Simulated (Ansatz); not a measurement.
# CdS: a single-point run

Aim: a sound single-point run of CdS. The structure is shown as the input types it.

Program: Ansatz 0.2.0. Level of theory: density functional or hybrid calculation with the settings of its input, plane waves (as first typed). These are calculated values, not measurements.

5 further runs of the same task are left out: 5 that didn't finish.

**1. The system as given**

It takes space group F-43m (No. 216, cubic). The conventional cell has a = 5.878 Å, b = 5.878 Å, c = 5.878 Å, α = 90.00°, β = 90.00°, γ = 90.00°. Cd (site symmetry -43m) is surrounded by 4 S at 2.55 Å. Around S (site symmetry -43m) lie 4 Cd at 2.55 Å.

Coordinates:

```
Cd S
1.0
     0.00000    2.93921    2.93921
     2.93921    0.00000    2.93921
     2.93921    2.93921    0.00000
Cd S
1 1
Direct
  0.00000 0.00000 0.00000
  0.25000 0.25000 0.25000
```

**2. The calculation**

input.yaml reads:

```yaml
crystal:
  lattice:
    - [0.0, 2.9392148416, 2.9392148416]
    - [2.9392148416, 0.0, 2.9392148416]
    - [2.9392148416, 2.9392148416, 0.0]
  atoms:
    - { symbol: Cd, position: [0.0, 0.0, 0.0] }
    - { symbol: S, position: [0.25, 0.25, 0.25] }
kpoints:
  mp_grid: { grid: [6, 6, 6] }
hamiltonian:
  xc: r2scan
scf:
  occupations: { method: fixed }
  n_extra_bands: 4
  convergence: { dr2_threshold: 1.0 }
  max_iter: 83
output:
  forces: true
  stress: true
  eigenvalues: true
```

Launch:

```sh
ansatz run input.yaml --threads 4 --pin off --max-ram 3686MiB --backend cpu --events-out ev --progress --plain --runs-dir out
```

Q: Will this input give a usable result? If not, why, and what should change?

This run ends as converged, with warnings (force scf threshold loose, stress scf threshold loose). Its log warns: «scf.convergence.dr2_threshold = 1e0 eV is looser than this run's default, which is 1e-7 eV or tighter. The error in the forces grows as the threshold's square root ...»

The threshold asked is loose, but the program put off the close and ended at dr2 = 1.7e-10, so little accuracy was lost here.

To check: delete scf.convergence.dr2_threshold (the default then holds).
